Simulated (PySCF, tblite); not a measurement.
**C₃H₉FNSi₂ radical: geometry, infrared bands and EPR parameters**

What infrared bands and EPR parameters should C₃H₉FNSi₂ radical (`F[C@@H]1C[C@@H]1[SiH2]N[SiH2]`) show?

Computed with tblite 0.8.0 and PySCF 2.14.0, with density-fitted response routines of our own, on a single molecule in the gas phase. Atoms count from 0, in the outputs and in this text.

## (1) Starting geometry

16 atoms, charge 0, multiplicity 2; geometry from: force field or distance geometry start.

Bonds of the start (Å): F0–C1 1.37, C1–C2 1.51, C2–C3 1.50, C3–Si4 1.85, Si4–N5 1.69, N5–Si6 1.70, C3–C1 1.50, C1–H7 1.07, C2–H8 1.08, C2–H9 1.09, C3–H10 1.09, Si4–H11 1.48, Si4–H12 1.48, N5–H13 1.01, Si6–H14 1.48, Si6–H15 1.47.

## (2) Geometry optimisation with GFN2-xTB

Job settings and geometry (Å):

```
{"job": {"kind": "relax", "xc": "GFN2-xTB", "basis": "xTB"}, "charge": 0, "multiplicity": 2}
F     -2.315700    -0.046200    -1.652100
C     -2.352000    -0.453400    -0.342700
C     -1.926900     0.543300     0.702500
C     -1.059400    -0.635200     0.391100
Si     0.546100    -0.398900    -0.501300
N      1.748900    -0.076800     0.637400
Si     3.253300     0.079100    -0.145700
H     -3.178600    -1.108800    -0.142300
H     -1.656100     1.530200     0.344400
H     -2.481400     0.553000     1.642700
H     -1.022500    -1.436300     1.135400
H      0.463800     0.764600    -1.416300
H      0.904100    -1.625100    -1.242200
H      1.541900     0.789700     1.119300
H      4.265400     0.112300     0.933500
H      3.261500     1.417500    -0.757000
```

Launch:

```sh
$ OMP_NUM_THREADS=1 python probes_run.py task.json out
```

This one command runs all jobs of the session in turn.

The log of the run:

```text
step      E/eV     max force
  0    -600.39040    2.011
  1    -600.49081    0.816
  2    -600.52551    0.453
  3    -600.55940    0.566
  4    -600.61440    0.654
  5    -600.66202    0.694
  6    -600.69667    0.454
  7    -600.71598    0.283
  8    -600.72952    0.297
  9    -600.74846    0.302
 10    -600.76347    0.335
 11    -600.77388    0.303
 12    -600.78281    0.250
 13    -600.79097    0.244
 14    -600.79838    0.284
 15    -600.80310    0.353
 16    -600.80696    0.119
 17    -600.80883    0.085
 18    -600.81023    0.121
 19    -600.81229    0.132
 20    -600.81433    0.122
 21    -600.81640    0.114
 22    -600.81842    0.105
 23    -600.82074    0.120
 24    -600.82329    0.134
 25    -600.82571    0.118
 26    -600.82777    0.102
 27    -600.82953    0.106
 28    -600.83109    0.109
 29    -600.83252    0.111
 30    -600.83390    0.094
 31    -600.83547    0.110
 32    -600.83737    0.113
 33    -600.83926    0.109
 34    -600.84069    0.173
 35    -600.84188    0.101
 36    -600.84312    0.091
 37    -600.84565    0.109
 38    -600.84706    0.094
 39    -600.84839    0.082
 40    -600.84923    0.088
 41    -600.85029    0.094
 42    -600.85140    0.095
 43    -600.85247    0.076
 44    -600.85338    0.065
 45    -600.85440    0.073
 46    -600.85582    0.127
 47    -600.85758    0.138
 48    -600.85919    0.116
 49    -600.86015    0.104
 50    -600.86091    0.119
 51    -600.86176    0.095
 52    -600.86286    0.063
 53    -600.86350    0.087
 54    -600.86431    0.086
 55    -600.86489    0.062
 56    -600.86532    0.050
 57    -600.86561    0.042
 58    -600.86587    0.049
 59    -600.86618    0.062
 60    -600.86669    0.065
 61    -600.86744    0.067
 62    -600.86830    0.062
 63    -600.86904    0.058
 64    -600.86958    0.058
 65    -600.87003    0.054
 66    -600.87053    0.055
 67    -600.87108    0.056
 68    -600.87187    0.066
 69    -600.87245    0.061
 70    -600.87325    0.064
 71    -600.87395    0.058
 72    -600.87471    0.085
 73    -600.87553    0.098
 74    -600.87654    0.073
 75    -600.87750    0.076
 76    -600.87821    0.099
 77    -600.87918    0.122
 78    -600.88042    0.111
 79    -600.88242    0.125
 80    -600.88449    0.085
 81    -600.88628    0.060
 82    -600.88707    0.073
 83    -600.88753    0.058
 84    -600.88808    0.071
 85    -600.88829    0.130
 86    -600.88940    0.089
 87    -600.89021    0.057
 88    -600.89060    0.046
 89    -600.89096    0.037
 90    -600.89112    0.032
 91    -600.89139    0.033
 92    -600.89161    0.033
 93    -600.89185    0.041
 94    -600.89207    0.037
 95    -600.89226    0.032
 96    -600.89240    0.025
 97    -600.89248    0.020
 98    -600.89252    0.031
 99    -600.89255    0.017
100    -600.89258    0.013
101    -600.89261    0.016
102    -600.89265    0.019
103    -600.89268    0.021
104    -600.89272    0.016
105    -600.89276    0.010
106    -600.89279    0.011
107    -600.89280    0.013
108    -600.89281    0.013
109    -600.89283    0.010
```

Wall time 1.2 s (1 thread of Arm Neoverse N1, shared host).

Along the way: (not every step is listed)

| step | energy from step 0 (eV) | largest force (eV/Å) |
| --- | --- | --- |
| 0 | 0.0000 | 2.0106 |
| 1 | -0.1004 | 0.8160 |
| 2 | -0.1351 | 0.4530 |
| 3 | -0.1690 | 0.5661 |
| 4 | -0.2240 | 0.6536 |
| 5 | -0.2716 | 0.6941 |
| 6 | -0.3063 | 0.4543 |
| 7 | -0.3256 | 0.2827 |
| 8 | -0.3391 | 0.2967 |
| 17 | -0.4184 | 0.0847 |
| 26 | -0.4374 | 0.1019 |
| 35 | -0.4515 | 0.1012 |
| 44 | -0.4630 | 0.0653 |
| 53 | -0.4731 | 0.0873 |
| 62 | -0.4779 | 0.0621 |
| 71 | -0.4836 | 0.0581 |
| 80 | -0.4941 | 0.0850 |
| 89 | -0.5006 | 0.0368 |
| 98 | -0.5021 | 0.0312 |
| 104 | -0.5023 | 0.0156 |
| 105 | -0.5024 | 0.0096 |
| 106 | -0.5024 | 0.0108 |
| 107 | -0.5024 | 0.0130 |
| 108 | -0.5024 | 0.0127 |
| 109 | -0.5024 | 0.0098 |

Close pairs (by a distance rule), those that changed most:

| bond | before (Å) | after (Å) | change (Å) |
| --- | --- | --- | --- |
| Si4–N5 | 1.687 | 1.726 | +0.039 |
| N5–Si6 | 1.703 | 1.735 | +0.032 |
| C3–Si4 | 1.852 | 1.884 | +0.032 |
| Si6–H14 | 1.480 | 1.461 | -0.019 |
| C1–C2 | 1.506 | 1.487 | -0.019 |
| Si6–H15 | 1.471 | 1.453 | -0.018 |
| Si4–H11 | 1.482 | 1.465 | -0.017 |
| C2–C3 | 1.496 | 1.508 | +0.012 |

The next job starts from the end point, and lists it.

## (3) Vibrational analysis with GFN2-xTB

Job settings and geometry (Å):

```
{"job": {"kind": "ir", "xc": "GFN2-xTB", "basis": "xTB"}, "charge": 0, "multiplicity": 2}
F     -2.343374    -0.249423    -1.619429
C     -2.336639    -0.525231    -0.278453
C     -2.031345     0.587442     0.658946
C     -1.026623    -0.513415     0.427950
Si     0.504901    -0.158845    -0.610741
N      1.827511    -0.140852     0.498535
Si     3.507265     0.125770     0.153742
H     -3.106931    -1.254471    -0.057217
H     -1.823033     1.554386     0.228049
H     -2.571768     0.627301     1.593358
H     -0.931690    -1.241374     1.223974
H      0.382239     1.150359    -1.257285
H      0.685465    -1.217929    -1.609140
H      1.617745    -0.352702     1.460318
H      4.025991     1.080588     1.130231
H      3.612687     0.537339    -1.236155
```

The log of the run:

```text
mode    cm-1     km/mol
  1      24.6      0.18
  2      41.2      1.89
  3      64.9      0.34
  4      77.1      2.07
  5     151.5      3.95
  6     199.7      0.30
  7     255.7      3.82
  8     274.1     68.91
  9     402.6      9.52
 10     463.0      9.63
 11     520.8     90.73
 12     542.7     31.18
 13     593.1      7.64
 14     605.5     88.74
 15     696.0     18.91
 16     709.3    147.40
 17     733.1    300.98
 18     756.4     91.95
 19     801.5    211.76
 20     832.5     51.75
 21     863.3      1.93
 22     976.6     28.07
 23     981.1    286.21
 24    1021.0     43.62
 25    1030.6     25.48
 26    1066.8      1.83
 27    1080.7     22.42
 28    1134.1     28.33
 29    1184.8    319.49
 30    1210.4      7.08
 31    1283.0     17.13
 32    1377.9     50.74
 33    1459.7     22.98
 34    2223.0    391.65
 35    2251.1     87.67
 36    2256.1    392.50
 37    2328.5    413.48
 38    3031.9     35.01
 39    3041.5     45.55
 40    3079.6     31.87
 41    3104.8     23.27
 42    3478.2      0.42
```

It took 0.91 s on 1 thread of Arm Neoverse N1, shared host.

The strongest bands and the atoms that carry them (share of the mass-weighted mode):

| cm⁻¹ | km/mol | atoms |
| --- | --- | --- |
| 709 | 147.4 | H15 42 %, H14 30 % |
| 733 | 301.0 | N5 28 %, H11 22 %, H12 20 %, Si6 13 % |
| 802 | 211.8 | H11 42 %, H12 39 % |
| 981 | 286.2 | N5 47 %, H13 27 %, Si4 12 % |
| 1185 | 319.5 | H13 67 %, N5 29 % |
| 2223 | 391.6 | H12 65 %, H11 30 % |
| 2256 | 392.5 | H14 80 % |
| 2328 | 413.5 | H15 95 % |

## (4) EPR parameters: B3LYP/pcH-1

Same as in step 3 but for these lines:

```diff
@@ -1,2 +1,2 @@
-{"job": {"kind": "ir", "xc": "GFN2-xTB", "basis": "xTB"}, "charge": 0, "multiplicity": 2}
+{"job": {"kind": "epr", "basis": "pcH-1"}, "charge": 0, "multiplicity": 2}
 F     -2.343374    -0.249423    -1.619429
```

Level: UKS B3LYP, pcH-1 on C F H N Si, non-relativistic, mean-field spin-orbit, GIAO.

The log of the run:

```text
UKS, coarse grid
  cycle   1  E = -853.22054979  |g| = 5.11e-01
  cycle   2  E = -853.08527856  |g| = 7.68e-01
  cycle   3  E = -853.31069092  |g| = 1.03e-01
  cycle   4  E = -853.31492256  |g| = 4.33e-02
  cycle   5  E = -853.31565879  |g| = 9.35e-03
  cycle   6  E = -853.31568499  |g| = 3.40e-03
  cycle   7  E = -853.31569121  |g| = 1.00e-03
  cycle   8  E = -853.31569125  |g| = 3.57e-04
UKS, final grid
  cycle   1  E = -853.31574214  |g| = 4.58e-04
  cycle   2  E = -853.31574204  |g| = 7.04e-04
  cycle   3  E = -853.31574223  |g| = 4.49e-05
  cycle   4  E = -853.31574223  |g| = 1.79e-05
E = -853.31574223 Eh   <S^2> = 0.7514 (exact 0.7500)
g shifts (ppm)      1          2          3
  rmc          -141       -141       -141
  gc             25         73         69
  oz_so         -44        404       1613
  total        -161        336       1541
hyperfine (MHz)  atom isotope    a_iso     a_fc   dipolar eigenvalues
    0   19F       0.27       0.27     -0.43     -0.12      0.55
    1   13C       0.28       0.28     -0.18     -0.15      0.33
    2   13C      -0.01      -0.01     -0.14     -0.13      0.27
    3   13C       1.67       1.67     -0.44     -0.32      0.77
    4  29Si      -2.61      -2.62     -2.23      0.92      1.32
    5   14N      10.17      10.15     -6.93     -6.65     13.58
    6  29Si    -514.11    -515.04   -148.70     73.20     75.50
    7    1H       0.39       0.39     -0.31     -0.25      0.55
    8    1H       0.24       0.24     -0.51     -0.46      0.97
    9    1H       0.01       0.01     -0.35     -0.33      0.68
   10    1H      -0.15      -0.15     -0.92     -0.69      1.61
   11    1H       2.94       2.94     -1.55     -1.04      2.59
   12    1H       5.53       5.53     -1.54     -1.10      2.65
   13    1H      -6.73      -6.76     -7.86     -3.88     11.74
   14    1H     109.67     109.66     -8.31      0.84      7.46
   15    1H      56.56      56.55     -8.39     -0.04      8.42
```

Run time: 2.4 min. Hardware: 1 thread of Arm Neoverse N1, shared host; peak memory 0.97 GiB.

Principal g values 2.00216, 2.00266, 2.00386; g(iso) = 2.00289, against 2.00232 for a free electron.

Mean a(iso) over the nuclei that a row names, and the largest dipolar term of the row (other rows stand at the frozen geometry):

| nuclei | isotope | a(iso) (MHz) | a(iso) (G, at g = 2.0023) | largest dipolar term (MHz) |
| --- | --- | --- | --- | --- |
| Si6 | 29Si | -514.1 | -183.4 | -148.7 |
| H14, H15 | 1H | 83.1 | 29.7 | 8.4 |
| N5 | 14N | 10.2 | 3.6 | 13.6 |
| H13 | 1H | -6.7 | -2.4 | 11.7 |
| H12 | 1H | 5.5 | 2.0 | 2.6 |
| H11 | 1H | 2.9 | 1.1 | 2.6 |
| Si4 | 29Si | -2.6 | -0.9 | -2.2 |
| C3 | 13C | 1.7 | 0.6 | 0.8 |
| H7 | 1H | 0.4 | 0.1 | 0.6 |
| C1 | 13C | 0.3 | 0.1 | 0.3 |
| F0 | 19F | 0.3 | 0.1 | 0.5 |
| H8 | 1H | 0.2 | 0.1 | 1.0 |
| H10 | 1H | -0.2 | -0.1 | 1.6 |
| H9 | 1H | 0.0 | 0.0 | 0.7 |

Mulliken spin populations:

F0 0.00; C1 0.00; C2 0.00; C3 0.00; Si4 0.00; N5 0.10; Si6 0.83; H7 0.00; H8 0.00; H9 0.00; H10 0.00; H11 0.01; H12 0.00; H13 -0.01; H14 0.04; H15 0.02

In first order the couplings over 0.8 MHz of 1H, 14N give 72 distinct lines over 72.0 G, if the averaged nuclei exchange fast; the same motion can average rows kept apart here too.

Orbitals, density, ELF and potential are computed afterwards from the orbital file.

ELF in a plane through or near 5 of the atoms.

Ten even steps from ' ' (0.00) to '@' (0.96):
```
                                                        
                                                        
                                                        
                                                        
        ::--::                      ::++--              
      ..**%%**    ..++++          ..++%%**              
      ::%%@@%%::  ==%%%%..    ......**%%++              
      ::%%@@@@--..**%%%%::  ::==++--====..              
      ::####::..**##==##--..********--::..              
    ..--++..##**==**--%%==--@@--..**++++**==..          
    ..--==..++++--####%%::::@@@@**%%..++%%##--          
      ::++**==::::--++--##%%++%%++**::--##**--          
      ..==@@@@@@--  ..::....::..  --**==..              
        ==%%@@@@--  ..##@@%%==  ..**%%##==              
        ::##@@##..  ::%%@@@@++  ::##%%%%++              
          ::==::    ..##@@@@--  ..==**++--              
                      ==##**::      ....                
                                                        
                                                        
                                                        
```
The map spans 13.4 Å across and 8.9 Å up, centred on the molecule. Atoms in the plane (x, y in Å): C1 (2.4, -0.4), C3 (1.1, 0.3), Si4 (-0.5, -0.7), N5 (-1.8, 0.4), Si6 (-3.5, 0.1).

log10 of the density (e/Å³) in the same plane.

Ten even steps from ' ' (-4.0) to '@' (1.4):
```
                                                        
                                                        
                                                        
      ..::::::..........      ....::::::::              
    ..::------::::::--::::..::::----------..            
    ::--======----======--::----==========::..          
  ..::--++++++++==++++++==--====++++++++==--..          
  ..--==++****++++**##**++==++********++==--::..        
  ..--==++**####**##%%##**++**######****++==--::        
  ..--==++**@@@@##%%@@##****####%%######**++--::        
  ..--==++**@@%%**##################%%####++==::        
  ..--==++**************@@@@******##%%##**++==::        
  ..::--++++****++==++**####**++++**####**==--::        
    ::--==++++++======++****++==++##%%##**==::..        
    ..::--======----==++****++==++**####++--::          
      ..::------::----==++++==--==++**++==::..          
        ..::::::::::::--====--::--======--..            
                  ....::::::::..  ......                
                      ........                          
                                                        
```
The map spans 13.4 Å across and 8.9 Å up, centred on the molecule. Atoms in the plane (x, y in Å): C1 (2.4, -0.4), C3 (1.1, 0.3), Si4 (-0.5, -0.7), N5 (-1.8, 0.4), Si6 (-3.5, 0.1).

On the surface of density 0.002 e/bohr³ the electrostatic potential runs, from the 1st to the 99th percentile, from -0.96 V near F0 to 1.65 V near H13.

The spin density lies nearest to Si6 62 %; H14, H15 about 11 % each; N5 12 %.

## (5) What came out

| quantity | value |
| --- | --- |
| strongest single infrared mode (GFN2-xTB) | 2328 cm⁻¹, 413 km/mol |
| zero-point energy (GFN2-xTB) | 68.9 kcal/mol |
| g(iso) (B3LYP) | 2.00289 |
| ⟨S²⟩ | 0.751 (exact 0.75) |
| largest a(iso) (averaged by class) | 29Si on Si6, -514.1 MHz |
| potential on the surface of density 0.002 e/bohr³, 1st and 99th percentile | -0.96 V and 1.65 V |

Over 109 steps the energy fell by 0.502 eV; of the close pairs, Si4–N5 changed most, 1.687 to 1.726 Å. All 42 modes are real, so the xTB geometry is a minimum. The strongest single mode, at 2328 cm⁻¹, moves mainly H15. Unscaled tight-binding wavenumbers are off by several per cent, some by more. Its intensities can rank the bands wrongly. Most of the unpaired spin sits on Si6 (0.83 e). The isotropic g lies 0.6 ppt above the free-electron value. These values are for one conformer; the search (at its own cheap level) found 2 more, at 0.07, 0.92 kcal/mol, and measured spectra average over such forms.
